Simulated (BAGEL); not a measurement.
# Si2NH5O (SMILES N1[SiH2]O[SiH2]1) at RI-MP2/cc-pVDZ (density fitting with qzvpp-jkfit)

Aim: the energy change on altering one bond length of Si2NH5O at RI-MP2/cc-pVDZ (density fitting with qzvpp-jkfit), from 2 runs. 

The results are computed with BAGEL 1.2.2.

16 further runs of the same task are left out: 16 set aside as unsound or not needed.

## (1) The molecule

Si2NH5O has 9 atoms, charge 0, and is taken as a singlet. SMILES: `N1[SiH2]O[SiH2]1`. Geometry: relaxed at GFN2-xTB.

Bond lengths: N1–Si2 1.742 Å, Si2–O3 1.663 Å, N1–Si4 1.743 Å, O3–Si4 1.663 Å, N1–H5 1.003 Å, Si2–H6 1.452 Å, Si2–H7 1.454 Å, Si4–H8 1.453 Å, Si4–H9 1.452 Å. Some angles: N1–Si2–O3 85.7°, Si2–N1–Si4 91.4°, Si2–O3–Si4 97.2°, N1–Si4–O3 85.7°, N1–Si2–H6 114.5°, N1–Si2–H7 114.5°, O3–Si2–H6 110.3°, O3–Si2–H7 110.2°, Si2–N1–H5 134.2°, Si4–N1–H5 134.4°.

## (2) A single-point energy at RI-MP2/cc-pVDZ (density fitting with qzvpp-jkfit)

Input file input.json:

```json
{ "bagel" : [

{
  "title" : "molecule",
  "basis" : "cc-pvdz.json",
  "df_basis" : "qzvpp-jkfit",
  "angstrom" : true,
  "geometry" : [
    { "atom" : "N", "xyz" : [   -0.733740,    0.378460,   -0.561130 ] },
    { "atom" : "Si", "xyz" : [    0.954270,    0.754990,   -0.350250 ] },
    { "atom" : "O", "xyz" : [    0.966010,   -0.491250,    0.750680 ] },
    { "atom" : "Si", "xyz" : [   -0.634030,   -0.918540,    0.598540 ] },
    { "atom" : "H", "xyz" : [   -1.468020,    0.754270,   -1.131390 ] },
    { "atom" : "H", "xyz" : [    1.211230,    2.018980,    0.317440 ] },
    { "atom" : "H", "xyz" : [    1.791800,    0.423750,   -1.491200 ] },
    { "atom" : "H", "xyz" : [   -0.745980,   -2.248940,    0.024760 ] },
    { "atom" : "H", "xyz" : [   -1.341540,   -0.671720,    1.842540 ] }
  ]
},
{ "title" : "hf", "charge" : 0 },
{ "title" : "mp2", "charge" : 0, "ncore" : 12 }

]}
```

The basis set cc-pVDZ is read from a file made from the Basis Set Exchange's data (not shown).

Run with:

```
$ BAGEL_NUM_THREADS=1 BAGEL input.json > input.out
```

What it wrote:

```text
* using 1 threads per process

  ===============================================================
  ===============================================================

  *** Geometry ***

  { "atom" : "N", "xyz" : [     -1.386568,      0.715186,     -1.060382 ] },
  { "atom" : "Si", "xyz" : [      1.803309,      1.426724,     -0.661877 ] },
  { "atom" : "O", "xyz" : [      1.825494,     -0.928328,      1.418580 ] },
  { "atom" : "Si", "xyz" : [     -1.198143,     -1.735789,      1.131077 ] },
  { "atom" : "H", "xyz" : [     -2.774156,      1.425364,     -2.138017 ] },
  { "atom" : "H", "xyz" : [      2.288893,      3.815319,      0.599875 ] },
  { "atom" : "H", "xyz" : [      3.386011,      0.800771,     -2.817960 ] },
  { "atom" : "H", "xyz" : [     -1.409698,     -4.249881,      0.046790 ] },
  { "atom" : "H", "xyz" : [     -2.535143,     -1.269367,      3.481896 ] },

  Number of auxiliary basis functions:      500

  Since a DF basis is specified, we compute 2- and 3-index integrals:
    o Being stored without compression. Storage requirement is 0.032 GB

  Number of basis functions:       89
  Number of electrons      :       48

    * METHOD: MOLECULE                             0.22

  *** RHF ***

  === Nuclear Repulsion ===
   238.5595041495

      * DIIS with orbital gradients will be used.

  === RHF iteration (cc-pvdz.json) ===
      0       -709.82315213          0.01913563           0.05
      1       -710.04256238          0.01366788           0.05
      2       -710.17902868          0.00136077           0.05
      3       -710.18060207          0.00046838           0.05
      4       -710.18076926          0.00011118           0.05
      5       -710.18077985          0.00002243           0.05
      6       -710.18078027          0.00000632           0.05
      7       -710.18078032          0.00000102           0.05
      8       -710.18078032          0.00000037           0.05
      9       -710.18078032          0.00000013           0.05
     10       -710.18078032          0.00000003           0.05
     11       -710.18078032          0.00000001           0.05
     12       -710.18078032          0.00000000           0.05
    * SCF iteration converged.

    * Permanent dipole moment:
           (    0.632159,    -0.321395,     0.491489) a.u.

    * METHOD: HF                                   0.78

  *** RHF ***

  === Nuclear Repulsion ===
   238.5595041495

      * DIIS with orbital gradients will be used.

  === RHF iteration (cc-pvdz.json) ===
      0       -710.18078032          0.00000000           0.05
    * SCF iteration converged.

    * Permanent dipole moment:
           (    0.632159,    -0.321395,     0.491489) a.u.

  === DF-MP2 calculation ===

    * freezing 12 orbitals
    * 3-index integral transformation done
    * assembly done

      MP2 correlation energy:   -0.5374080427      0.03

      MP2 total energy:       -710.7181883599

    * METHOD: MP2                                  0.14

  ===============================================================
```

Wall time 1.3 s (1 thread of AMD EPYC 9R45 (Zen 5), shared host); peak memory 0.13 GiB.

## (3) The distorted shape at the same level

Input file mp2.json:

```json
{ "bagel" : [

{
  "title" : "molecule",
  "basis" : "cc-pvdz.json",
  "df_basis" : "qzvpp-jkfit",
  "angstrom" : "true",
  "geometry" : [
    { "atom" : "N", "xyz" : [      -0.513480,       0.265729,      -0.390071 ] },
    { "atom" : "Si", "xyz" : [       1.174530,       0.642259,      -0.179191 ] },
    { "atom" : "O", "xyz" : [       1.186270,      -0.603981,       0.921739 ] },
    { "atom" : "Si", "xyz" : [      -0.413770,      -1.031271,       0.769599 ] },
    { "atom" : "H", "xyz" : [      -1.468020,       0.754270,      -1.131390 ] },
    { "atom" : "H", "xyz" : [       1.431490,       1.906249,       0.488499 ] },
    { "atom" : "H", "xyz" : [       2.012060,       0.311019,      -1.320141 ] },
    { "atom" : "H", "xyz" : [      -0.525720,      -2.361671,       0.195819 ] },
    { "atom" : "H", "xyz" : [      -1.121280,      -0.784451,       2.013599 ] }
  ]
},

{
  "title" : "hf"
},

{
  "title" : "mp2",
  "ncore" : 12
}

]}
```

The basis set cc-pVDZ is read from a file made from the Basis Set Exchange's data (not shown).

Run with:

```
$ BAGEL_NUM_THREADS=1 BAGEL mp2.json > mp2.out
```

What it wrote:

```text
* using 1 threads per process

  ===============================================================
  ===============================================================

  *** Geometry ***

  { "atom" : "N", "xyz" : [     -0.970337,      0.502155,     -0.737127 ] },
  { "atom" : "Si", "xyz" : [      2.219540,      1.213694,     -0.338622 ] },
  { "atom" : "O", "xyz" : [      2.241725,     -1.141359,      1.741834 ] },
  { "atom" : "Si", "xyz" : [     -0.781912,     -1.948820,      1.454331 ] },
  { "atom" : "H", "xyz" : [     -2.774156,      1.425364,     -2.138017 ] },
  { "atom" : "H", "xyz" : [      2.705124,      3.602289,      0.923129 ] },
  { "atom" : "H", "xyz" : [      3.802242,      0.587741,     -2.494705 ] },
  { "atom" : "H", "xyz" : [     -0.993467,     -4.462911,      0.370044 ] },
  { "atom" : "H", "xyz" : [     -2.118912,     -1.482398,      3.805151 ] },

  Number of auxiliary basis functions:      500

  Since a DF basis is specified, we compute 2- and 3-index integrals:
    o Being stored without compression. Storage requirement is 0.032 GB

  Number of basis functions:       89
  Number of electrons      :       48

    * METHOD: MOLECULE                             0.22

  *** RHF ***

  === Nuclear Repulsion ===
   237.0107815420

      * DIIS with orbital gradients will be used.

  === RHF iteration (cc-pvdz.json) ===
      0       -709.75782970          0.01930345           0.06
      1       -709.96341984          0.01474028           0.05
      2       -710.12842549          0.00139820           0.05
      3       -710.13038488          0.00033199           0.05
      4       -710.13046019          0.00012610           0.05
      5       -710.13047503          0.00003721           0.05
      6       -710.13047624          0.00000924           0.05
      7       -710.13047637          0.00000193           0.05
      8       -710.13047638          0.00000042           0.05
      9       -710.13047638          0.00000018           0.05
     10       -710.13047638          0.00000004           0.05
     11       -710.13047638          0.00000001           0.05
    * SCF iteration converged.

    * Permanent dipole moment:
           (    0.662840,    -0.337133,     0.515474) a.u.

    * METHOD: HF                                   0.76

  *** RHF ***

  === Nuclear Repulsion ===
   237.0107815420

      * DIIS with orbital gradients will be used.

  === RHF iteration (cc-pvdz.json) ===
      0       -710.13047638          0.00000000           0.05
    * SCF iteration converged.

    * Permanent dipole moment:
           (    0.662840,    -0.337133,     0.515474) a.u.

  === DF-MP2 calculation ===

    * freezing 12 orbitals
    * 3-index integral transformation done
    * assembly done

      MP2 correlation energy:   -0.5465233095      0.03

      MP2 total energy:       -710.6769996907

    * METHOD: MP2                                  0.14

  ===============================================================
```

Wall time 1.3 s (1 thread of AMD EPYC 9R45 (Zen 5), shared host); peak memory 0.13 GiB.

## (4) Summary of results

At RI-MP2/cc-pVDZ (density fitting with qzvpp-jkfit), 12 core orbitals frozen:

| quantity | value |
| --- | --- |
| first shape: total energy | -710.71819 Eh |
| first shape: correlation energy (12 core orbitals frozen) | -537.4 mEh |
| distorted shape: total energy | -710.67700 Eh |
| distorted shape: correlation energy (12 core orbitals frozen) | -546.5 mEh |
| energy change with the N1–H5 bond stretched from 1.003 to 1.304 Å | 1.121 eV |

In words: With the N1–H5 bond stretched from 1.003 to 1.304 Å the energy rises by 1.12 eV (26 kcal/mol). The first shape isn't relaxed at this level, so the change isn't measured from a minimum.
